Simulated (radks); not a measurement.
# Rh⁴⁺ in [Kr] 4d4.75 5s0.25: an all-electron calculation

One table from this session's results is given with a row withheld; the runs are named, their logs left out.

The numbers are computed with radks (a radial shooting solver on a logarithmic mesh, Libxc functionals) version 1 (Dirac Kohn-Sham, RPBE, spin-unpolarised, spherical densities, finite nucleus; open shells fill j = l - 1/2 first), except any that are marked as measured or tabulated.

**What is computed**

| Item | Value |
| --- | --- |
| element | rhodium (Z = 45) |
| charge | +4 |
| electrons | 41 |
| configuration | [Kr] 4d4.75 5s0.25 |
| nuclear rms radius | 4.4945 fm |

The first run:

The run's settings:

```text
Z 45
configuration [Kr] 4d4.75 5s0.25 5p0 6s0
relativity Dirac
functional rpbe,pbe
spin unpolarised
j_filling energy
nucleus finite rms 4.4945 fm
c 137.035999084
```

Started as:

```sh
$ python run_ks.py task.json out
```

This one command runs every case of the session in turn.

One table of the session follows, with a row left open; its other results are not shown here.

It belongs to the step «Radial structure». Radial moments (bohr):

```
level      <r>  outermost maximum (interpolated)  90 % within  nodes
1s1/2  0.03262                            0.0212       0.0585      0
2s1/2   0.1415                             0.120        0.219      1
2p1/2   0.1203                            0.0930        0.197      0
2p3/2   0.1252                            0.0970        0.204      0
3s1/2   0.3902                             0.352        0.576      2
3p1/2   0.3828                             0.338        0.578      1
3p3/2   0.3935                             0.348        0.593      1
3d3/2   0.3680                             0.290        0.585      0
3d5/2   0.3715                             0.293        0.590      0
4s1/2   0.9656                             0.878         1.40      3
4p1/2    1.032                             0.920         1.51      2
4p3/2    1.058                             0.944         1.55      2
4d3/2    1.292                              1.08         1.97      1
4d5/2    1.303                              1.09         1.99      1
5s1/2    2.311                              2.13         3.29      4
5p1/2    2.594                              2.39         3.69      3
5p3/2        ?                                 ?            ?      ?
```

Estimate the missing values for 5p3/2.

The run gave: <r>: 2.645; outermost maximum (interpolated): 2.45; 90 % within: 3.76; nodes: 3. In the column «<r>» it is the highest.
